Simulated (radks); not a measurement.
# Pd³⁺ in [Kr] 4d7: an all-electron calculation

Aim: the levels, the sizes of the orbitals and the parts of the energy of the palladium ion Pd3+.

Program: radks (a radial shooting solver on a logarithmic mesh, Libxc functionals) version 1. Level of theory: scalar-relativistic Kohn-Sham, PBEsol, spin-polarised, spherical densities, finite nucleus; open shells are filled with parallel spins first. These are calculated values, not measurements, unless marked.

## (1) The system

* element: palladium (Z = 46)
* charge: +3
* electrons: 43
* configuration: [Kr] 4d7
* nuclear rms radius: 4.5318 fm

The outer shells:

Pd³⁺
```
[Kr] core
4d [↑↓][↑↓][↑ ][↑ ][↑ ]
```

## (2) The run

Settings of this run:

```text
Z 46
configuration [Kr] 4d7 5s0 5p0
relativity scalar-relativistic
functional pbe_sol,pbe_sol
spin polarised
nucleus finite rms 4.5318 fm
c 137.035999084
```

Q: Predict the outcome of this run.

As calculated:

| quantity | value |
| --- | --- |
| total energy | -5041.03807 hartree |
| exchange-correlation share of it | 2.78 % |
| −T/E | 1.0372 |
| highest occupied level | 4d down, -40.275 eV |
| most extended occupied level | 4d down, <r> = 1.31 bohr |
| radius at density 0.001 e/bohr³ | 3.12 bohr |
| maxima of the radial density | 4 |
| ionisation energy, NIST | 46 (theory) eV |

What this shows: 4 principal shells are occupied and 4 maxima appear in the radial density. Relativity lifts −T/E to 1.037. Minus the highest eigenvalue, 40.275 eV, is 88 % of the tabulated ionisation energy (46 eV); the potential of a semilocal functional falls off too fast, so its top eigenvalue is too shallow. Open shells are spherical and high-spin; term and fine-structure splittings are not resolved.
